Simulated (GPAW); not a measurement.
The system is AgAu3.

```
Au Ag
1.0
     4.12163    0.00000    0.00000
     0.00000    4.12163    0.00000
     0.00000    0.00000    4.12163
Au Ag
3 1
Direct
  0.00000 0.00000 0.50000
  0.00000 0.50000 0.00000
  0.50000 0.00000 0.00000
  0.50000 0.50000 0.50000
```

The cell comes from a database or a generator and needn't be the stable form of this composition.

```yaml
Program: GPAW 26.7.0
Task: relaxation of cell and atoms
Functional: PBEsol
Potentials_or_basis: PAW data sets generated in the run's folder for this functional
Cutoff: 600 eV
Basis: pw
k_mesh: 6 × 6 × 6
Occupations: fermi-dirac, width 0.05 eV
Spin: no spin polarisation
```

At the start: pressure -3.6 GPa; volume 17.50 Å³/atom.

**Question.** Where does the relaxation end?

**Answer.** Over 3 steps the energy falls by 4.6 meV/atom and the volume is 17.08 Å³/atom (-2.4 %); space group Pm-3m (No. 221, to 0.05 Å).

Step by step:
```tsv
step	energy change (eV)	largest force (eV/Å)	pressure (GPa)	volume (Å³)
1	0.0000	0.0000	-3.55	70.02
2	-0.0059	0.0000	-2.97	69.73
3	-0.0184	0.0000	0.15	68.31
```

Final structure:
```
Au Ag
1.0
     4.08777    0.00000    0.00000
     0.00000    4.08777    0.00000
     0.00000    0.00000    4.08777
Au Ag
3 1
Cartesian
  0.0000 0.0000 2.0439
  0.0000 2.0439 0.0000
  2.0439 0.0000 0.0000
  2.0439 2.0439 2.0439
```

Caveat: with this Au data set, volumes or pressures lay over 1.5 % or 2 GPa off other programs in two to four cells of ten; later steps reuse the first step's grids.
